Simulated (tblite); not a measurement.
# Al28H14N28 ((7,0) AlN nanotube piece): the cost of one run

Computed with tblite 0.8.0 and PySCF 2.14.0 and routines of our own; the level stands in each step. Atoms count from 0.

## (1) The system as given

70 atoms, charge 0, multiplicity 1; geometry from: force field, distance geometry or constructed start.

## (2) Optimising the geometry with GFN2-xTB

What the job is given:

```
{"job": {"kind": "relax", "xc": "GFN2-xTB", "basis": "xTB"}, "charge": 0, "multiplicity": 1}
N      3.140200     1.508100    -1.851700
Al     3.132100     1.512500    -3.660400
N      2.174900     2.718400    -4.554200
N      0.773700     3.397100    -1.856300
Al     0.773400     3.391500    -3.650100
N     -0.777700     3.392200    -4.557800
N     -2.169600     2.722400    -1.853400
Al    -2.166300     2.723400    -3.652000
N     -3.132600     1.507800    -4.555600
N     -3.482700    -0.000800    -1.848500
Al    -3.482000    -0.001200    -3.655600
N     -3.137800    -1.511900    -4.555200
N     -2.173100    -2.720000    -1.845100
Al    -2.167500    -2.721300    -3.656200
N     -0.776600    -3.387600    -4.555000
N      0.772500    -3.392100    -1.843800
Al     0.774800    -3.390800    -3.652600
N      2.168600    -2.724100    -4.556200
N      3.134700    -1.508100    -1.847600
Al     3.138100    -1.509000    -3.650800
N      3.477600     0.003800    -4.553700
Al     3.479000     0.001500    -0.948600
N      3.138700     1.514500     3.566700
Al     3.131100     1.505600     1.755200
N      2.170200     2.723300     0.855900
Al     2.163600     2.719800    -0.945900
N      0.775100     3.395000     3.559400
Al     0.773800     3.393300     1.757900
N     -0.773800     3.393100     0.853000
Al    -0.773300     3.393100    -0.945000
N     -2.166100     2.721300     3.559000
Al    -2.171600     2.722000     1.756900
N     -3.136300     1.510000     0.853100
Al    -3.133200     1.508600    -0.944700
N     -3.478700     0.001800     3.556800
Al    -3.479400     0.002200     1.753800
N     -3.136100    -1.509800     0.850900
Al    -3.134400    -1.507400    -0.951000
N     -2.168600    -2.724600     3.560000
Al    -2.174500    -2.717300     1.757900
N     -0.774500    -3.395000     0.858800
Al    -0.768500    -3.398300    -0.944700
N      0.779300    -3.391700     3.556500
Al     0.777000    -3.393200     1.754900
N      2.166000    -2.719000     0.857400
Al     2.167800    -2.719100    -0.951800
N      3.137700    -1.509800     3.559500
Al     3.135000    -1.507300     1.759000
N      3.481500     0.000400     0.855200
Al     3.481800     0.000700     4.463800
Al     2.168800     2.713400     4.464900
Al    -0.767800     3.394000     4.461500
Al    -3.135700     1.509500     4.461900
Al    -3.138700    -1.511500     4.458800
Al    -0.773700    -3.393600     4.463300
Al     2.169200    -2.717700     4.462400
H      2.407800     3.005300    -5.528600
H     -0.854300     3.762300    -5.527400
H     -3.469700     1.670300    -5.522700
H     -3.470700    -1.669000    -5.527700
H     -0.860800    -3.753800    -5.525200
H      2.405100    -3.011300    -5.528600
H      3.852900     0.000700    -5.525900
H      4.029500     0.003500     5.901400
H      2.518200     3.153900     5.902300
H     -0.901600     3.930500     5.901600
H     -3.628300     1.751500     5.899100
H     -3.628200    -1.750100     5.906200
H     -0.900700    -3.934000     5.895300
H      2.509800    -3.154000     5.906200
```

Started as:

```bash
OMP_NUM_THREADS=8 python large_run.py task.json out
```

One launch serves the whole session: the jobs run in the order shown.

**Question.** How long does this first job take on 8 threads of Arm Neoverse N1, shared host, and how much memory does it need?

About 50 s, with a peak of 0.13 GiB.
